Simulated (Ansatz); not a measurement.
What does this script print? It uses Ansatz 0.2.0, Python API.

`fatbands.py`
```python
from pathlib import Path
import warnings

import ansatz as az
import pandas as pd

warnings.simplefilter('ignore', az.DeckWarning)

lattice = az.Lattice.of(
    (3.5182, 0.0, 0.0),
    (-1.7591, 3.04685, 0.0),
    (0.0, 0.0, 13.9736),
)
sites = [
    ('Te', (1 / 3, 2 / 3, 0.621)),
    ('Te', (2 / 3, 1 / 3, 0.121)),
    ('Te', (1 / 3, 2 / 3, 0.879)),
    ('Te', (2 / 3, 1 / 3, 0.379)),
    ('Mo', (1 / 3, 2 / 3, 0.25)),
    ('Mo', (2 / 3, 1 / 3, 0.75)),
]
system = az.Crystal(lattice=lattice)
for symbol, position in sites:
    system = system.atom(symbol, position)

points = {'G': (0.0, 0.0, 0.0), 'M': (0.5, 0.0, 0.0), 'K': (0.33333, 0.33333, 0.0), 'A': (0.0, 0.0, 0.5), 'L': (0.5, 0.0, 0.5), 'H': (0.33333, 0.33333, 0.5)}
model = (
    system.calculation()
    .functional('PBE')
    .kpoints(density=3.8)
    .occupations(az.OccupationsMethod.GAUSSIAN, width=0.1)
    .band_structure(list(points.values()), intervals=1)
    .fat_bands()
)
result = model.run(threads=1)
summary = result.report
file = Path(result.write_results('results')) / 'fatbands.tsv'
names = file.read_text().splitlines()[0].lstrip('# ').split('\t')
table = pd.read_csv(file, sep='\t', comment='#', names=names)
near = table[table.e_minus_ef.abs() < 4]
for ik, label in enumerate(points):
    print(label)
    for _, row in near[near.ik == ik].iterrows():
        main = row[names[4:]].astype(float).nlargest(2)
        print(f'   band {int(row.band):3d} {row.e_minus_ef:7.3f} eV  ' + ', '.join(f'{k} {v:.2f}' for k, v in main.items()))
```

Running `python fatbands.py` prints:
```text
G
   band  34  -3.495 eV  te0_l1_5P 0.24, te1_l1_5P 0.24
   band  35  -2.216 eV  mo4_l2_4D 0.39, mo5_l2_4D 0.39
   band  36  -2.216 eV  mo4_l2_4D 0.39, mo5_l2_4D 0.39
   band  37  -2.201 eV  mo4_l2_4D 0.39, mo5_l2_4D 0.39
   band  38  -2.201 eV  mo4_l2_4D 0.39, mo5_l2_4D 0.39
   band  39  -1.437 eV  mo4_l2_4D 0.39, mo5_l2_4D 0.39
   band  40  -1.436 eV  mo4_l2_4D 0.38, mo5_l2_4D 0.38
   band  41  -1.436 eV  mo4_l2_4D 0.38, mo5_l2_4D 0.38
   band  42  -1.401 eV  mo4_l2_4D 0.39, mo5_l2_4D 0.39
   band  43  -1.401 eV  mo4_l2_4D 0.39, mo5_l2_4D 0.39
   band  44  -0.711 eV  te0_l1_5P 0.24, te1_l1_5P 0.24
   band  45  -0.386 eV  mo4_l2_4D 0.33, mo5_l2_4D 0.33
   band  46   2.515 eV  te0_l1_5P 0.19, te1_l1_5P 0.19
   band  47   2.515 eV  te0_l1_5P 0.19, te1_l1_5P 0.19
   band  48   2.648 eV  te0_l1_5P 0.19, te1_l1_5P 0.19
   band  49   2.648 eV  te0_l1_5P 0.19, te1_l1_5P 0.19
   band  50   2.739 eV  te0_l1_5P 0.19, te1_l1_5P 0.19
   band  51   2.739 eV  te0_l1_5P 0.19, te1_l1_5P 0.19
   band  52   2.994 eV  te0_l1_5P 0.19, te1_l1_5P 0.19
   band  53   2.994 eV  te0_l1_5P 0.19, te1_l1_5P 0.19
M
   band  37  -3.601 eV  mo4_l2_4D 0.22, mo5_l2_4D 0.22
   band  38  -2.915 eV  mo4_l2_4D 0.29, mo5_l2_4D 0.29
   band  39  -2.813 eV  mo4_l2_4D 0.31, mo5_l2_4D 0.31
   band  40  -2.360 eV  mo4_l2_4D 0.17, mo5_l2_4D 0.17
   band  41  -2.193 eV  te0_l1_5P 0.20, te1_l1_5P 0.20
   band  42  -1.399 eV  mo4_l2_4D 0.23, mo5_l2_4D 0.23
   band  43  -1.342 eV  mo4_l2_4D 0.32, mo5_l2_4D 0.32
   band  44  -0.990 eV  te0_l1_5P 0.22, te1_l1_5P 0.22
   band  45  -0.701 eV  te0_l1_5P 0.21, te1_l1_5P 0.21
   band  46   0.879 eV  mo4_l2_4D 0.45, mo5_l2_4D 0.45
   band  47   0.938 eV  mo4_l2_4D 0.43, mo5_l2_4D 0.43
   band  48   1.071 eV  mo4_l2_4D 0.40, mo5_l2_4D 0.40
   band  49   1.403 eV  mo4_l2_4D 0.39, mo5_l2_4D 0.39
   band  50   2.230 eV  mo4_l2_4D 0.25, mo5_l2_4D 0.25
   band  51   2.833 eV  mo4_l2_4D 0.20, mo5_l2_4D 0.20
   band  52   3.318 eV  mo4_l0_5S 0.33, mo5_l0_5S 0.33
   band  53   3.464 eV  mo4_l2_4D 0.19, mo5_l2_4D 0.19
   band  54   3.662 eV  mo4_l0_5S 0.19, mo5_l0_5S 0.19
   band  55   3.694 eV  mo4_l2_4D 0.18, mo5_l2_4D 0.18
K
   band  38  -3.744 eV  te0_l1_5P 0.24, te1_l1_5P 0.24
   band  39  -3.744 eV  te0_l1_5P 0.24, te1_l1_5P 0.24
   band  40  -3.509 eV  te0_l1_5P 0.16, te1_l1_5P 0.16
   band  41  -3.509 eV  te0_l1_5P 0.16, te1_l1_5P 0.16
   band  42  -2.220 eV  mo4_l2_4D 0.16, mo5_l2_4D 0.16
   band  43  -2.220 eV  mo4_l2_4D 0.16, mo5_l2_4D 0.16
   band  44  -0.694 eV  mo4_l2_4D 0.42, mo5_l2_4D 0.42
   band  45  -0.455 eV  mo4_l2_4D 0.41, mo5_l2_4D 0.41
   band  46   0.586 eV  mo4_l2_4D 0.41, mo5_l2_4D 0.41
   band  47   0.586 eV  mo4_l2_4D 0.41, mo5_l2_4D 0.41
   band  48   0.776 eV  mo4_l2_4D 0.27, mo5_l2_4D 0.27
   band  49   1.787 eV  mo4_l2_4D 0.27, mo5_l2_4D 0.27
   band  50   1.921 eV  mo4_l2_4D 0.31, mo5_l2_4D 0.31
   band  51   1.921 eV  mo4_l2_4D 0.31, mo5_l2_4D 0.31
   band  52   3.484 eV  mo4_l2_4D 0.24, mo5_l2_4D 0.24
   band  53   3.484 eV  mo4_l2_4D 0.24, mo5_l2_4D 0.24
   band  54   3.831 eV  mo4_l2_4D 0.02, mo5_l2_4D 0.02
A
   band  34  -2.415 eV  te0_l1_5P 0.19, te3_l1_5P 0.19
   band  35  -2.415 eV  te1_l1_5P 0.19, te2_l1_5P 0.19
   band  36  -2.209 eV  mo4_l2_4D 0.39, mo5_l2_4D 0.39
   band  37  -2.209 eV  mo4_l2_4D 0.39, mo5_l2_4D 0.39
   band  38  -2.209 eV  mo4_l2_4D 0.39, mo5_l2_4D 0.39
   band  39  -2.209 eV  mo4_l2_4D 0.39, mo5_l2_4D 0.39
   band  40  -1.418 eV  mo4_l2_4D 0.39, mo5_l2_4D 0.39
   band  41  -1.418 eV  mo4_l2_4D 0.39, mo5_l2_4D 0.39
   band  42  -1.418 eV  mo4_l2_4D 0.39, mo5_l2_4D 0.39
   band  43  -1.418 eV  mo4_l2_4D 0.39, mo5_l2_4D 0.39
   band  44  -0.468 eV  mo4_l2_4D 0.26, mo5_l2_4D 0.26
   band  45  -0.468 eV  mo4_l2_4D 0.26, mo5_l2_4D 0.26
   band  46   2.553 eV  te0_l1_5P 0.26, te3_l1_5P 0.26
   band  47   2.553 eV  te1_l1_5P 0.28, te2_l1_5P 0.28
   band  48   2.553 eV  te0_l1_5P 0.27, te3_l1_5P 0.27
   band  49   2.553 eV  te1_l1_5P 0.25, te2_l1_5P 0.25
   band  50   2.895 eV  te0_l1_5P 0.29, te3_l1_5P 0.29
   band  51   2.895 eV  te0_l1_5P 0.23, te3_l1_5P 0.23
   band  52   2.895 eV  te1_l1_5P 0.29, te2_l1_5P 0.29
   band  53   2.895 eV  te1_l1_5P 0.23, te2_l1_5P 0.23
L
   band  36  -3.908 eV  mo4_l2_4D 0.19, mo5_l2_4D 0.19
   band  37  -3.908 eV  mo4_l2_4D 0.19, mo5_l2_4D 0.19
   band  38  -2.867 eV  mo4_l2_4D 0.30, mo5_l2_4D 0.30
   band  39  -2.867 eV  mo4_l2_4D 0.30, mo5_l2_4D 0.30
   band  40  -2.312 eV  te1_l1_5P 0.20, te2_l1_5P 0.20
   band  41  -2.312 eV  te0_l1_5P 0.20, te3_l1_5P 0.20
   band  42  -1.353 eV  mo4_l2_4D 0.28, mo5_l2_4D 0.28
   band  43  -1.353 eV  mo4_l2_4D 0.28, mo5_l2_4D 0.28
   band  44  -0.847 eV  te0_l1_5P 0.22, te3_l1_5P 0.22
   band  45  -0.847 eV  te1_l1_5P 0.22, te2_l1_5P 0.22
   band  46   0.903 eV  mo4_l2_4D 0.45, mo5_l2_4D 0.45
   band  47   0.903 eV  mo4_l2_4D 0.45, mo5_l2_4D 0.45
   band  48   1.254 eV  mo4_l2_4D 0.39, mo5_l2_4D 0.39
   band  49   1.254 eV  mo4_l2_4D 0.39, mo5_l2_4D 0.39
   band  50   2.668 eV  mo4_l2_4D 0.20, mo5_l2_4D 0.20
   band  51   2.668 eV  mo4_l2_4D 0.20, mo5_l2_4D 0.20
   band  52   3.143 eV  mo4_l2_4D 0.19, mo5_l2_4D 0.19
   band  53   3.143 eV  mo4_l2_4D 0.19, mo5_l2_4D 0.19
   band  54   3.712 eV  mo4_l0_5S 0.27, mo5_l0_5S 0.27
   band  55   3.712 eV  mo4_l0_5S 0.27, mo5_l0_5S 0.27
H
   band  40  -3.128 eV  te0_l1_5P 0.19, te3_l1_5P 0.19
   band  41  -3.128 eV  te1_l1_5P 0.19, te2_l1_5P 0.19
   band  42  -2.381 eV  mo4_l2_4D 0.18, mo5_l2_4D 0.18
   band  43  -2.381 eV  mo4_l2_4D 0.18, mo5_l2_4D 0.18
   band  44  -0.598 eV  mo4_l2_4D 0.42, mo5_l2_4D 0.42
   band  45  -0.598 eV  mo4_l2_4D 0.42, mo5_l2_4D 0.42
   band  46   0.593 eV  mo4_l2_4D 0.40, mo5_l2_4D 0.40
   band  47   0.593 eV  mo4_l2_4D 0.40, mo5_l2_4D 0.40
   band  48   1.239 eV  mo4_l2_4D 0.26, mo5_l2_4D 0.26
   band  49   1.239 eV  mo4_l2_4D 0.26, mo5_l2_4D 0.26
   band  50   1.994 eV  mo4_l2_4D 0.31, mo5_l2_4D 0.31
   band  51   1.994 eV  mo4_l2_4D 0.31, mo5_l2_4D 0.31
   band  52   3.246 eV  mo4_l2_4D 0.21, mo5_l2_4D 0.21
   band  53   3.246 eV  mo4_l2_4D 0.21, mo5_l2_4D 0.21
```

No spin polarisation was allowed. The computed bands are complete only to about 3.7 eV above the Fermi level. The starting cell is as deposited in a crystallographic database; the results hold for this polymorph, which needn't be the stable one. Gaps and levels are Kohn-Sham values on a finite set of k-points, without spin-orbit coupling. Energies are less the Fermi level and bands count from 0. Only the largest channels are printed, equivalent atoms hold more, and in degenerate sets the split between sites is arbitrary; shells that the potentials lack have no channel. Hardware and time: 5.6 s on 1 thread of Intel(R) Xeon(R) 6975P-C (Granite Rapids) (shared host), peak memory 0.56 GiB.

(Lines on the test bed's own set-up are left out of the output.)
